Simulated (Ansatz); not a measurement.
**CAM-B3LYP/def2-SVP run of C2H6BFO (SMILES COB(C)F)**

Aim: the energy change on altering one bond length of C2H6BFO at CAM-B3LYP/def2-SVP, from 2 runs. 

The calculation is run with Ansatz 0.2.0.

89 further runs of the same task are left out: 89 set aside as unsound or not needed. Runs told in other sessions of the task aren't counted.

### 1 The structure to begin with

The species is C2H6BFO (11 atoms), meant as a singlet with charge 0. SMILES: `COB(C)F`. The coordinates come from a PBE0-D4/def2-TZVP relaxation. This is one conformer, not always the lowest.

Bond lengths: C1–O2 1.408 Å, O2–B3 1.348 Å, B3–C4 1.569 Å, B3–F5 1.335 Å, C1–H6 1.092 Å, C1–H7 1.092 Å, C1–H8 1.093 Å, C4–H9 1.094 Å, C4–H10 1.090 Å, C4–H11 1.094 Å. Some angles: C1–O2–B3 123.8°, O2–B3–C4 126.0°, O2–B3–F5 114.4°, C4–B3–F5 119.6°, O2–C1–H6 109.0°, O2–C1–H7 108.9°, O2–C1–H8 112.4°, B3–C4–H9 111.5°, B3–C4–H10 111.3°, B3–C4–H11 111.4°.

### 2 A single-point energy at CAM-B3LYP/def2-SVP

The input, molecule.yaml:

```yaml
crystal:
  periodic: [false, false, false]
  atoms:
    - {symbol: C, position_ang: [-1.364400, 0.711100, 0.538500]}
    - {symbol: O, position_ang: [-0.241000, 1.227800, -0.135300]}
    - {symbol: B, position_ang: [0.818600, 0.482700, -0.508900]}
    - {symbol: C, position_ang: [0.993200, -1.057900, -0.270600]}
    - {symbol: F, position_ang: [1.779200, 1.165200, -1.136000]}
    - {symbol: H, position_ang: [-1.458500, 1.207100, 1.506900]}
    - {symbol: H, position_ang: [-2.259100, 0.924300, -0.050000]}
    - {symbol: H, position_ang: [-1.294000, -0.367700, 0.698100]}
    - {symbol: H, position_ang: [0.947600, -1.307000, 0.794000]}
    - {symbol: H, position_ang: [1.947400, -1.412800, -0.660100]}
    - {symbol: H, position_ang: [0.196300, -1.629800, -0.756000]}
basis:
  gaussian:
    orbitals: def2-SVP
hamiltonian:
  xc: {name: CAM-B3LYP}
accuracy: high
output: {orbitals: {seedname: orbitals}}
```

Run with:

```console
$ ansatz run molecule.yaml --threads 1 --pin off --max-ram 2610MiB --events-out events.jsonl --progress --plain --runs-dir runs
```

The program printed:

```text
Warning: RAYON_NUM_THREADS=1 ignored (pool sized by the plan → 1); use --threads N
Functional definition: CAM-B3LYP
  name "CAM-B3LYP"
  parameter alpha = 0.19
  parameter beta = 0.46
  parameter omega = 0.33/bohr
  parameter ac = 0.81
  exchange = (1 - alpha - beta)*b88_x + beta*b88_x_sr(omega) + alpha*exact_x + beta*exact_x_lr(omega)
  correlation = (1 - ac)*vwn5_c + ac*lyp_c
2429 factors; integrals over basis functions are off by at most 8.1e-9 eV
439 factors; integrals over basis functions are off by at most 2.2e-9 eV
mean field evaluation 1: about -7600.9032 eV, gradient 5.2e1 eV
mean field evaluation 2: about -7601.4968 eV, gradient 5.2e1 eV
mean field evaluation 4: about -7606.2761 eV, gradient 1.7e0 eV
mean field evaluation 8: about -7606.4821 eV, gradient 1.8e-1 eV
mean field evaluation 16: about -7606.4821 eV, gradient 4.3e-5 eV
mean field -7606.48212313 eV, -279.5330621664 hartree, gradient 8.3e-8 eV, S^2 0.000000; 0 other end points of the search recorded, 0 dependent functions left out
reference -7606.48214318 eV, -279.5330629030 hartree; 20, 20 occupied and 80, 80 virtual orbitals, 2429 factors
Total energy: -7606.48214318 eV, -279.5330629030 hartree
```

Wall time 11 s (1 thread of Arm Neoverse V2, shared host); peak memory 0.4 GiB.

### 3 The distorted shape at the same level

The input, input.yaml:

```yaml
crystal:
  periodic: [false, false, false]
  atoms:
    - {symbol: C, position_ang: [-2.212106, 1.307199, 0.837389]}
    - {symbol: O, position_ang: [-1.088706, 1.823899, 0.163589]}
    - {symbol: B, position_ang: [0.818600, 0.482700, -0.508900]}
    - {symbol: C, position_ang: [0.993200, -1.057900, -0.270600]}
    - {symbol: F, position_ang: [1.779200, 1.165200, -1.136000]}
    - {symbol: H, position_ang: [-2.306206, 1.803199, 1.805789]}
    - {symbol: H, position_ang: [-3.106806, 1.520399, 0.248889]}
    - {symbol: H, position_ang: [-2.141706, 0.228399, 0.996989]}
    - {symbol: H, position_ang: [0.947600, -1.307000, 0.794000]}
    - {symbol: H, position_ang: [1.947400, -1.412800, -0.660100]}
    - {symbol: H, position_ang: [0.196300, -1.629800, -0.756000]}
basis:
  gaussian:
    orbitals: def2-SVP
total_charge: 0
hamiltonian:
  xc: {name: CAM-B3LYP}
accuracy: high
output: {orbitals: {seedname: orbitals}}
```

Run with:

```console
$ ansatz run input.yaml --threads 1 --pin off --max-ram 2610MiB --events-out events.jsonl --progress --plain --runs-dir runs
```

The program printed:

```text
Warning: RAYON_NUM_THREADS=1 ignored (pool sized by the plan → 1); use --threads N
Functional definition: CAM-B3LYP
  name "CAM-B3LYP"
  parameter alpha = 0.19
  parameter beta = 0.46
  parameter omega = 0.33/bohr
  parameter ac = 0.81
  exchange = (1 - alpha - beta)*b88_x + beta*b88_x_sr(omega) + alpha*exact_x + beta*exact_x_lr(omega)
  correlation = (1 - ac)*vwn5_c + ac*lyp_c
2384 factors; integrals over basis functions are off by at most 7.6e-9 eV
470 factors; integrals over basis functions are off by at most 2.2e-9 eV
mean field evaluation 1: about -7591.8283 eV, gradient 6.2e1 eV
mean field evaluation 2: about -7497.6637 eV, gradient 1.7e2 eV
mean field evaluation 4: about -7600.5702 eV, gradient 9.7e0 eV
mean field evaluation 8: about -7600.9267 eV, gradient 1.4e0 eV
mean field evaluation 16: about -7601.1168 eV, gradient 6.9e-4 eV
mean field -7601.11676747 eV, -279.3358889825 hartree, gradient 3.2e-8 eV, S^2 0.000000; 0 other end points of the search recorded, 0 dependent functions left out
reference -7601.11678931 eV, -279.3358897852 hartree; 20, 20 occupied and 80, 80 virtual orbitals, 2384 factors
Total energy: -7601.11678931 eV, -279.3358897852 hartree
```

Wall time 11 s (1 thread of Arm Neoverse V2, shared host); peak memory 0.39 GiB.

### 4 Summary of results

Level: CAM-B3LYP/def2-SVP.

| quantity | value |
| --- | --- |
| first shape: total energy | -279.53306 Eh |
| first shape: HOMO energy | -10.33 eV |
| first shape: LUMO energy | 2.41 eV |
| first shape: HOMO–LUMO gap | 12.74 eV |
| distorted shape: total energy | -279.33589 Eh |
| distorted shape: HOMO energy | -7.43 eV |
| distorted shape: LUMO energy | -0.92 eV |
| distorted shape: HOMO–LUMO gap | 6.51 eV |
| energy change with the O2–B3 bond stretched from 1.348 to 2.427 Å | 5.365 eV |

In words: With the O2–B3 bond stretched from 1.348 to 2.427 Å the energy rises by 5.37 eV (124 kcal/mol). The first shape isn't relaxed at this level, so the change isn't measured from a minimum. A restricted reference can't describe the breaking bond well at this length.
